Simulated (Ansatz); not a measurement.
# Ga3P2N: the band gap up the ladder of functionals

One table from this session's results is given with a row withheld; the runs are named, their logs left out.

The runs shown are made with Ansatz 0.2.0. PAW datasets, plane waves. Simulation only: spin-unpolarised, and no claim that this is the phase found in nature.

## The cell

The cell was relaxed beforehand with r2SCAN.

The symmetry is I-4m2 (No. 119, tetragonal); a = 3.649 Å, c = 15.256 Å in the conventional setting, 16.93 Å³ an atom. Near N stand 4 Ga at 2.07 Å; near Ga stand 2 N at 2.07 Å and 2 P at 2.31 Å; near P stand 4 Ga at 2.31 Å; near Ga stand 4 P at 2.31 Å.

Coordinates:

```xyz
6
Lattice="-1.8247 1.8247 7.6278 1.8247 -1.8247 7.6278 1.8247 1.8247 -7.6278" Properties=species:S:1:pos:R:3 pbc="T T T"
N     0.0000    0.0000    0.0000
Ga    0.0000    1.8247    0.9839
P     0.0000    0.0000   10.0292
Ga    1.8247    0.0000    3.8139
P     0.0000    0.0000    5.2264
Ga    0.0000    1.8247    6.6439
```

The first run:

input.yaml

```yaml
crystal:
  lattice:
    - [-1.8246747681, 1.8246747681, 7.6278373429]
    - [1.8246747681, -1.8246747681, 7.6278373429]
    - [1.8246747681, 1.8246747681, -7.6278373429]
  atoms:
    - { symbol: "N", position: [0.0, 0.0, 0.0] }
    - { symbol: Ga, position: [0.5644968171, 0.0644968171, 0.5] }
    - { symbol: P, position: [0.6574108638, 0.6574108638, 0.0] }
    - { symbol: Ga, position: [0.25, 0.75, 0.5] }
    - { symbol: P, position: [0.3425891362, 0.3425891362, 0.0] }
    - { symbol: Ga, position: [0.9355031829, 0.4355031829, 0.5] }
kpoints:
  mp_grid: { grid: [10, 10, 10] }
  band_path:
    path:
      - [[0.0, 0.0, 0.0], [-4.19929530256e-18, 4.19929530256e-18, 0.5], [0.25, 0.25, 0.25], [-4.332796573604e-17, 0.5, 4.332796573604e-17], [0.0, 0.0, 0.0], [0.5, 0.5, -0.5], [0.2643056664502, 0.7356943335498, -0.2643056664502]]
      - [[-0.2643056664502, 0.2643056664502, 0.2643056664502], [0.0, 0.0, 0.0]]
      - [[-4.19929530256e-18, 4.19929530256e-18, 0.5], [-0.0286113329003, 0.0286113329003, 0.5]]
      - [[0.5, 0.5, -0.0286113329003], [0.5, 0.5, -0.5]]
    npoints: 10
hamiltonian:
  xc: pbe
scf:
  occupations: { method: fermi_dirac, width: 0.02 }
  n_extra_bands: 5
output:
  forces: true
  stress: true
  eigenvalues: true
  write_density: true
  write_potential: true
  elf: true
  volumetric_format: npy
```

Run with:

```console
$ ansatz run input.yaml --threads 4 --pin off --max-ram 6451MiB --backend cpu --events-out ev --progress --plain --runs-dir out
```

Steps of the session up to this table: PBE band path; r2SCAN; HSE06 at the same geometry; Single point with PBE+SOC; PBE0 at the same geometry.

One table of the session follows, with a row left open; its other results are not shown here.

```
  level  gap (eV)
    PBE      0.29
 r2SCAN      0.61
  HSE06      1.06
PBE+SOC         ?
   PBE0      1.70
```

Q: Estimate the row for PBE+SOC from the others.

The run gave: gap (eV): 0.27. In the column «gap (eV)» it is the lowest.

Meshes: PBE 10×10×10, r2SCAN 10×10×10, HSE06 6×6×6, PBE+SOC 10×10×10, PBE0 6×6×6

Against HSE06, PBE is short by 0.77 eV, at 27 % of it, and r2SCAN 57 %. PBE0 lies 0.64 eV above HSE06, which differs from it by screening the long-range exchange.

To keep in mind: Warnings in the runs' records: stress exchange threshold loose, stress scf threshold loose.
